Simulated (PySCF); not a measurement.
# C2H12OSi4: the cost of one run

Programs: PySCF 2.14.0, with routines of our own; each step states its level. All values are computed. Atoms count from 0.

## Step 1: The starting structure

19 atoms, charge 0, multiplicity 1; geometry from: GFN2-xTB.

## Step 2: Magnetic properties: GIAO PBE/pcSseg-1

What the job is given:

```
{"job": {"kind": "mag", "xc": "PBE", "basis": "pcSseg-1", "isotopologues": 2}, "charge": 0, "multiplicity": 1}
C      3.231978    -0.838090     0.810765
Si     2.413187     0.729449     0.112207
Si     0.350049     0.131457    -0.719794
O     -0.329473     1.566972    -1.266076
Si    -1.892200     1.853010    -0.807238
Si    -1.705043    -0.106899     0.453262
C     -2.868779    -1.586966     0.140243
H      3.396513    -1.578235     0.032973
H      2.617209    -1.301261     1.577164
H      4.196074    -0.614952     1.255449
H      3.375601     1.316402    -0.838381
H      2.334840     1.702557     1.217964
H      0.414711    -0.704664    -1.940047
H     -1.880246     3.170587    -0.175423
H     -2.694167     1.900257    -2.029723
H     -1.645501     0.047749     1.926630
H     -3.867709    -1.384801     0.516362
H     -2.952049    -1.816014    -0.917925
H     -2.504801    -2.477306     0.644125
```

With the program's defaults for keys left out, this is: GIAO PBE/pcSseg-1 magnetisability, rotational g tensor and spin-rotation constants, non-relativistic, gas phase.

Run with:

```bash
$ OMP_NUM_THREADS=1 python excited_run.py task.json out
```

The driver reads the jobs from task.json and runs them one after another.

Q: Estimate the wall time and peak memory of this first job on 1 thread of Arm Neoverse V1, shared host.

About 65 s, with a peak of 0.81 GiB.
